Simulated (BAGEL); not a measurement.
**CH2FNSSi (SMILES FC1=N[SiH2]S1) at HF/6-31G(d) (density fitting with qzvpp-jkfit, spherical functions)**

What is the vertical singlet–triplet gap of CH2FNSSi at HF/6-31G* (density fitting with qzvpp-jkfit, spherical functions)? 

The results are computed with BAGEL 1.2.2.

1 further run of the same task is left out (it didn't finish). Runs told in other sessions of the task aren't counted.

### Step 1. The structure to begin with

The species is CH2FNSSi (7 atoms), meant as a singlet with charge 0. As SMILES, `FC1=N[SiH2]S1`. Geometry: relaxed at PBE0-D4/def2-TZVP.

Bond lengths: F1–C2 1.316 Å, C2–N3 1.264 Å, N3–Si4 1.755 Å, C2–S5 1.779 Å, Si4–S5 2.172 Å, Si4–H6 1.478 Å, Si4–H7 1.478 Å. Some angles: F1–C2–N3 124.1°, F1–C2–S5 117.1°, N3–C2–S5 118.7°, C2–N3–Si4 91.5°, N3–Si4–S5 83.4°, C2–S5–Si4 66.4°, N3–Si4–H6 115.0°, N3–Si4–H7 115.0°, S5–Si4–H6 114.2°, S5–Si4–H7 114.2°.

### Step 2. The energy at HF/6-31G(d) (density fitting with qzvpp-jkfit, spherical functions)

hf.json reads:

```json
{ "bagel" : [

{
  "title" : "molecule",
  "basis" : "6-31gs.json",
  "df_basis" : "qzvpp-jkfit",
  "angstrom" : true,
  "geometry" : [
    { "atom" : "F", "xyz" : [       1.147800,      -1.939300,       1.137100 ] },
    { "atom" : "C", "xyz" : [       0.551100,      -0.929900,       0.538600 ] },
    { "atom" : "N", "xyz" : [      -0.672300,      -0.915900,       0.221400 ] },
    { "atom" : "Si", "xyz" : [      -0.525200,       0.696600,      -0.454900 ] },
    { "atom" : "S", "xyz" : [       1.547900,       0.494500,       0.161700 ] },
    { "atom" : "H", "xyz" : [      -1.272100,       1.746800,       0.268200 ] },
    { "atom" : "H", "xyz" : [      -0.716300,       0.779100,      -1.917900 ] }
  ]
},

{ "title" : "hf" },

{ "title" : "print", "file" : "orbitals.molden", "orbitals" : true }

]}
```

The basis set 6-31G* is read from a file made from the Basis Set Exchange's data (not shown).

Run with:

```
$ BAGEL_NUM_THREADS=1 BAGEL hf.json > hf.out
```

Output:

```text
* using 1 threads per process

  ===============================================================
  ===============================================================

  *** Geometry ***

  { "atom" : "F", "xyz" : [      2.169028,     -3.664746,      2.148808 ] },
  { "atom" : "C", "xyz" : [      1.041428,     -1.757256,      1.017806 ] },
  { "atom" : "N", "xyz" : [     -1.270463,     -1.730800,      0.418385 ] },
  { "atom" : "Si", "xyz" : [     -0.992484,      1.316383,     -0.859636 ] },
  { "atom" : "S", "xyz" : [      2.925107,      0.934470,      0.305569 ] },
  { "atom" : "H", "xyz" : [     -2.403921,      3.300974,      0.506825 ] },
  { "atom" : "H", "xyz" : [     -1.353611,      1.472286,     -3.624306 ] },

  Number of auxiliary basis functions:      521

  Since a DF basis is specified, we compute 2- and 3-index integrals:
    o Being stored without compression. Storage requirement is 0.028 GB

  Number of basis functions:       82
  Number of electrons      :       54

    * METHOD: MOLECULE                             0.31

  *** RHF ***

  === Nuclear Repulsion ===
   279.6957152972

      * DIIS with orbital gradients will be used.

  === RHF iteration (6-31gs.json) ===
      0       -879.09511835          0.02097510           0.10
      1       -879.23743209          0.01532103           0.09
      2       -879.34043017          0.00173976           0.09
      3       -879.34332006          0.00085097           0.09
      4       -879.34384032          0.00022188           0.09
      5       -879.34392792          0.00011675           0.09
      6       -879.34394595          0.00005181           0.09
      7       -879.34395060          0.00001263           0.09
      8       -879.34395078          0.00000565           0.09
      9       -879.34395081          0.00000284           0.09
     10       -879.34395082          0.00000110           0.09
     11       -879.34395082          0.00000034           0.09
     12       -879.34395082          0.00000016           0.09
     13       -879.34395082          0.00000007           0.09
     14       -879.34395082          0.00000002           0.09
     15       -879.34395082          0.00000001           0.09
     16       -879.34395082          0.00000000           0.09
    * SCF iteration converged.

    * Permanent dipole moment:
           (    0.212489,    -0.984803,     0.489909) a.u.

    * METHOD: HF                                   1.82

    * METHOD: PRINT                                0.02

  ===============================================================
```

Run time: 2.3 s. Hardware: 1 thread of Arm Neoverse V1, shared host; peak memory 0.13 GiB.

### Step 3. The triplet at the same level

calc.json reads:

```json
{ "bagel": [

{
  "title": "molecule",
  "basis": "6-31gs.json",
  "df_basis": "qzvpp-jkfit",
  "angstrom": true,
  "geometry": [
    { "atom": "F", "xyz": [    1.147800,   -1.939300,    1.137100 ] },
    { "atom": "C", "xyz": [    0.551100,   -0.929900,    0.538600 ] },
    { "atom": "N", "xyz": [   -0.672300,   -0.915900,    0.221400 ] },
    { "atom": "Si", "xyz": [   -0.525200,    0.696600,   -0.454900 ] },
    { "atom": "S", "xyz": [    1.547900,    0.494500,    0.161700 ] },
    { "atom": "H", "xyz": [   -1.272100,    1.746800,    0.268200 ] },
    { "atom": "H", "xyz": [   -0.716300,    0.779100,   -1.917900 ] }
  ]
},
{ "title": "uhf", "charge": 0, "nopen": 2 },
{ "title": "print", "file": "orbitals.molden", "orbitals": true }

]}
```

The basis set 6-31G* is read from a file made from the Basis Set Exchange's data (not shown).

Run with:

```
$ BAGEL_NUM_THREADS=1 BAGEL calc.json > calc.out
```

Output:

```text
* using 1 threads per process

  ===============================================================
  ===============================================================

  *** Geometry ***

  { "atom" : "F", "xyz" : [      2.169028,     -3.664746,      2.148808 ] },
  { "atom" : "C", "xyz" : [      1.041428,     -1.757256,      1.017806 ] },
  { "atom" : "N", "xyz" : [     -1.270463,     -1.730800,      0.418385 ] },
  { "atom" : "Si", "xyz" : [     -0.992484,      1.316383,     -0.859636 ] },
  { "atom" : "S", "xyz" : [      2.925107,      0.934470,      0.305569 ] },
  { "atom" : "H", "xyz" : [     -2.403921,      3.300974,      0.506825 ] },
  { "atom" : "H", "xyz" : [     -1.353611,      1.472286,     -3.624306 ] },

  Number of auxiliary basis functions:      521

  Since a DF basis is specified, we compute 2- and 3-index integrals:
    o Being stored without compression. Storage requirement is 0.028 GB

  Number of basis functions:       82
  Number of electrons      :       54

    * METHOD: MOLECULE                             0.33

  *** Open-shell HF ***

  === Nuclear Repulsion ===
   279.6957152972

      * DIIS with orbital gradients will be used.

  === UHF iteration (6-31gs.json) ===
      0       -878.80164456          0.04441472           0.20
      1       -878.93621506          0.03888872           0.20
      2       -879.02147816          0.03016290           0.20
      3       -879.15620230          0.00274329           0.20
      4       -879.16092771          0.00172281           0.20
      5       -879.16382819          0.00143713           0.19
      6       -879.16686385          0.00134452           0.19
      7       -879.17103221          0.00125449           0.19
      8       -879.17572208          0.00093889           0.20
      9       -879.17847452          0.00079533           0.18
     10       -879.17944398          0.00168730           0.18
     11       -879.18012655          0.00030668           0.19
     12       -879.18027859          0.00012647           0.20
     13       -879.18030443          0.00001263           0.21
     14       -879.18030630          0.00000608           0.20
     15       -879.18030727          0.00000286           0.20
     16       -879.18030779          0.00000151           0.19
     17       -879.18030795          0.00000093           0.20
     18       -879.18030803          0.00000047           0.22
     19       -879.18030803          0.00000018           0.20
     20       -879.18030803          0.00000007           0.21
     21       -879.18030803          0.00000004           0.22
     22       -879.18030803          0.00000003           0.19
     23       -879.18030803          0.00000002           0.19
     24       -879.18030803          0.00000001           0.22
     25       -879.18030803          0.00000001           0.19
     26       -879.18030803          0.00000001           0.20
     27       -879.18030803          0.00000001           0.22
     28       -879.18030803          0.00000001           0.20
    * SCF iteration converged.

    * S^2 (UHF) is 2.0317

    * Permanent dipole moment:
           (    0.562461,    -1.078805,     0.620523) a.u.

    * METHOD: UHF                                  6.08

    * METHOD: PRINT                                0.02

  ===============================================================
```

Run time: 6.9 s. Hardware: 1 thread of Arm Neoverse V1, shared host; peak memory 0.13 GiB.

### Step 4. Results

Level: HF/6-31G* (density fitting with qzvpp-jkfit, spherical functions).

```
                                        quantity          value
                           singlet: total energy  -879.34395 Eh
                          singlet: dipole moment         2.85 D
                            singlet: HOMO energy      -10.49 eV
                            singlet: LUMO energy        2.62 eV
                          singlet: HOMO–LUMO gap       13.11 eV
                           triplet: total energy  -879.18031 Eh
                          triplet: dipole moment         3.47 D
                                   triplet: ⟨S²⟩          2.032
vertical energy of the triplet above the singlet       4.453 eV
```

In words: At this shape the triplet lies 4.45 eV (103 kcal/mol) above the singlet.
